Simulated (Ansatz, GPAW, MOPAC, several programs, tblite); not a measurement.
# What each method gives for CrOS (Janus 1T monolayer)

A free-standing Janus 1T monolayer of CrOS, relaxed with r2SCAN in Ansatz, was computed with several methods. The sheet's in-plane cell has a = 2.924 Å, b = 2.924 Å (γ = 120.0°), and its outermost atoms lie 2.44 Å apart along the normal. Cr has 3 O at 1.91 Å and 3 S at 2.30 Å; O has 3 Cr at 1.91 Å; S has 3 Cr at 2.30 Å. Spin-unpolarised throughout. Whether this structure exists isn't addressed.

```cif
data_structure
_symmetry_space_group_name_H-M 'P 1'
_symmetry_Int_Tables_number 1
_cell_length_a 2.9244
_cell_length_b 2.9244
_cell_length_c 29.0441
_cell_angle_alpha 90.000
_cell_angle_beta 90.000
_cell_angle_gamma 120.000
_cell_volume 215.11
loop_
_atom_site_label
_atom_site_type_symbol
_atom_site_fract_x
_atom_site_fract_y
_atom_site_fract_z
_atom_site_occupancy
Cr1 Cr 0.00000 0.00000 0.31764 1
O1 O 0.33333 0.66667 0.34805 1
S1 S 0.66667 0.33333 0.26393 1
```
Periodic in the plane only; c spans the vacuum.

Gaps and times are for a single point on this cell. Times are rough, from shared hosts (AMD EPYC 7R43 64-Core Processor), and each method has its own mesh and cell size. PM7 (MOPAC), GFN1-xTB (tblite), GFN2-xTB (tblite) treat a cluster of cells at its zone centre, which samples few k points: where these miss a band edge, the gap comes out too large for that reason alone. Gaps from k meshes are read at a limited set of points (mesh, symmetry points, PBE's band edges), so each method's own least gap may be somewhat smaller. xTB and the PM methods were fitted mostly to molecules, and can miss a solid's gap by electronvolts. Minimal bases can be far off for gaps. The open d shell was run without spin, which may not be the ground state of these methods, hybrids least of all. d marks a direct gap, i an indirect one (no mark: not told apart), a dash a value that wasn't computed or didn't pass its checks.

```csv
method,kind,gap (eV),atoms computed,processor time
light PBE (260 eV and a coarse mesh),light plane-wave,overlap 0.06,3,3 s
GFN1-xTB (tblite),tight binding,0,48,5.2 s
PBE/single zeta (GPAW),small basis,overlap 0.29,3,7.4 s
GFN2-xTB (tblite),tight binding,0,48,10 s
PBE,semilocal,overlap 0.05,3,10 s
PM7 (MOPAC),semi-empirical,5.21,48,19 s
r2SCAN,semilocal,0,3,23 s
```

Runs without a result: PM6 (MOPAC) (single point, out of time).

With PBE and r2SCAN the bands overlap or touch, or nearly. Semilocal functionals can close a real gap, so this doesn't show a metal; small gaps of other methods may in turn close between the points read or with spin-orbit coupling, and the solid may be a semimetal.
